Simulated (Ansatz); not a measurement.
# C2H3InNO radical: small, medium and large basis sets

An exercise on one series of results from a longer session: the logs are not shown, and one member is left open.

Program: Ansatz 0.2.0, Gaussian basis. Level of theory: one geometry, several basis sets. These are calculated values, not measurements.

Plan: PBE0-D4/def2-SVP; ωB97M-V/def2-SVP; PBE0-D4/def2-QZVPP; ωB97M-V/def2-QZVPP; the functionals' def2-TZVPP values are taken from earlier runs.

## The relaxed structure

All runs share one geometry, relaxed beforehand with PBE0-D4 in a triple-zeta def2 set. In takes the def2 core potential; no spin-orbit term is included.

SMILES `[CH3][In][N]=C=O`, 8 atoms, charge 0, spin multiplicity 2.

Atoms are counted from 1 here; the program's logs count them from 0.

Bond lengths: C1–In2 2.204 Å, C1–H6 1.087 Å, C1–H7 1.090 Å, C1–H8 1.090 Å, In2–N3 2.084 Å, N3–C4 1.202 Å, C4–O5 1.172 Å. Angles: In2–C1–H6 110.8°, In2–C1–H7 106.2°, In2–C1–H8 106.3°, H6–C1–H7 111.5°, H6–C1–H8 111.4°, H7–C1–H8 110.5°, C1–In2–N3 109.6°, In2–N3–C4 138.9°, N3–C4–O5 177.5°.

Set-up of the first run:

in.yaml

```yaml
crystal:
  periodic: [false, false, false]
  atoms:
    - {symbol: C, position_ang: [0.036216, 1.892857, -0.022797]}
    - {symbol: In, position_ang: [-0.021094, -0.013589, -1.127763]}
    - {symbol: N, position_ang: [-0.023416, -1.602970, 0.220624]}
    - {symbol: C, position_ang: [-0.051376, -2.804974, 0.203753]}
    - {symbol: O, position_ang: [-0.077801, -3.976520, 0.237674]}
    - {symbol: H, position_ang: [0.001949, 2.736264, -0.707212]}
    - {symbol: H, position_ang: [-0.826976, 1.884297, 0.643326]}
    - {symbol: H, position_ang: [0.962487, 1.884644, 0.552386]}
basis:
  gaussian: {orbitals: def2-SVP}
magnetization: {spin_polarized: true, initial_magnetization: 1}
hamiltonian: {xc: pbe0, dispersion: d4}
output: {orbitals: {seedname: orbitals}}
```

On the command line:

```
$ ansatz run in.yaml --threads 4 --pin off --events-out ev --progress --plain --max-ram 10444MiB
```

Steps of the session up to this table: PBE0-D4 in def2-SVP; ωB97M-V in def2-SVP; PBE0-D4 in def2-QZVPP; ωB97M-V in def2-QZVPP.

One table of the session follows, with a row left open; its other results are not shown here.

It belongs to the step «Density functionals: the series». 

```
functional       basis  HOMO (eV)  LUMO (eV)
   PBE0-D4    def2-SVP      -5.98      -3.25
   PBE0-D4  def2-TZVPP      -6.05      -3.31
   PBE0-D4  def2-QZVPP      -6.07      -3.34
   ωB97M-V    def2-SVP      -7.95      -1.63
   ωB97M-V  def2-TZVPP      -8.04      -1.73
   ωB97M-V  def2-QZVPP          ?          ?
```

**Question.** Estimate the row for ωB97M-V, def2-QZVPP.

The run gave: HOMO (eV): -8.06; LUMO (eV): -1.80. In the column «HOMO (eV)» it is the lowest.
